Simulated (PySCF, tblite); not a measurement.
**BeF₂H₂Se, a complex of two parts: NMR shifts, interaction energy, infrared bands, spin-spin couplings, core binding energies and electronic excitations**

The task here is to estimate one member of a computed series from the others.

Computed with tblite 0.8.0 and PySCF 2.14.0; each step states its level. No surroundings beyond the atoms listed, unless a continuum is named. Atoms count from 0, parts from 1.

## The system as given

6 atoms, charge 0, multiplicity 1; geometry: rigid parts in contact. Parts: 1 = atoms 0–2, `[F][Be][F]`, charge 0; 2 = atoms 3–5, `[SeH2]`, charge 0.

The first run:

Job settings and geometry (Å):

```
{"job": {"kind": "dock", "xc": "GFN2-xTB", "basis": "xTB"}, "charge": 0, "multiplicity": 1, "parts": [{"atoms": "0-2", "charge": 0, "multiplicity": 1}, {"atoms": "3-5", "charge": 0, "multiplicity": 1}]}
F      0.933419    -0.627578    -0.781353
Be    -0.000048    -0.000081     0.000018
F     -0.933370     0.627660     0.781335
Se    -2.702743     0.639620    -1.425868
H     -1.854645     1.794449    -1.541940
H     -3.405470     0.992190    -2.629335
```

Level: GFN2-xTB search for minima from random contacts, gas phase.

Started as:

```
> OMP_NUM_THREADS=1 python cluster_run.py task.json out
```

This one command runs all jobs of the session in turn.

Among the steps run: Bringing the parts together with GFN2-xTB; Optimising the geometry at PBE0-D3(BJ)/def2-TZVPD; NMR shieldings: PBE0/pcSseg-2; Coupled-cluster interaction energy: CCSD(T) and MP2.

One table of the session follows, with a row left open; its other results are not shown here.

It belongs to the step «Coupled-cluster interaction energy: CCSD(T) and MP2». 

| method | interaction energy (kcal/mol) |
| --- | --- |
| HF/aug-cc-pVDZ | ? |
| MP2/aug-cc-pVDZ | -13.08 |
| CCSD/aug-cc-pVDZ | -13.07 |
| CCSD(T)/aug-cc-pVDZ | -13.36 |
| HF/aug-cc-pVQZ | -11.85 |
| MP2/aug-cc-pVQZ | -14.47 |
| SCS-MP2/aug-cc-pVQZ | -13.66 |
| MP2, extrapolated | -14.82 |
| CCSD(T), limit estimate | -15.09 |

Estimate the missing values for HF/aug-cc-pVDZ.

The run gave: interaction energy (kcal/mol): -12.13. In the column «interaction energy (kcal/mol)» it lies between CCSD/aug-cc-pVDZ (-13.07) and HF/aug-cc-pVQZ (-11.85).

To keep in mind: The interaction energy leaves out the deformation of the parts, 6.27 kcal/mol (MP2); added to the CCSD(T) estimate it gives a binding of about -8.82 kcal/mol.
